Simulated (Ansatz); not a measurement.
# Zn: the cost of one run

Computed with Ansatz 0.2.0 (DFT PBEsol, scalar-relativistic, plane waves, PAW, unless a step's input says otherwise).

### Step 1. The system as given

Symmetry: P6_3/mmc, No. 194, hexagonal system. The conventional cell has a = 2.660 Å, b = 2.660 Å, c = 4.950 Å, α = 90.00°, β = 90.00°, γ = 120.00°. Zn (site symmetry -6m2) is surrounded by 12 Zn at 2.66 to 2.91 Å.

Coordinates:

```
CELL_PARAMETERS angstrom
2.66000 0.00000 0.00000
-1.33000 2.30363 0.00000
0.00000 0.00000 4.95000
ATOMIC_POSITIONS crystal
Zn 0.33333 0.66667 0.25000
Zn 0.66667 0.33333 0.75000
```

### Step 2. Relaxing cell and atoms: Zn, no spin, 2 GPa

Contents of input.yaml:

```yaml
crystal:
  lattice:
    - [2.66, 0.0, 0.0]
    - [-1.33, 2.30362757, 0.0]
    - [0.0, 0.0, 4.95]
  atoms:
    - { symbol: Zn, position: [0.3333333333, 0.6666666667, 0.25] }
    - { symbol: Zn, position: [0.6666666667, 0.3333333333, 0.75] }
scf:
  occupations: { method: gaussian, width: 0.1 }
output:
  forces: true
  stress: true
  eigenvalues: true
  write_density: true
  write_potential: true
  elf: true
  volumetric_format: npy
kpoints:
  mp_grid: { grid: [57, 57, 26] }
hamiltonian:
  xc: pbesol
relax:
  f_tol: 0.003
  max_steps: 60
  cell: { stress_tol: 0.01, p_target: 2 }
```

Launch:

```
$ ansatz run input.yaml --threads 8 --pin off --max-ram 24576MiB --backend cpu --events-out ev --progress --plain --runs-dir out
```

What time and memory should one allow on 8 threads of Intel Xeon Platinum 8259CL at 2.50GHz (Skylake/Cascade Lake), shared host?

About 2.2 min, with a peak of 2.2 GiB.
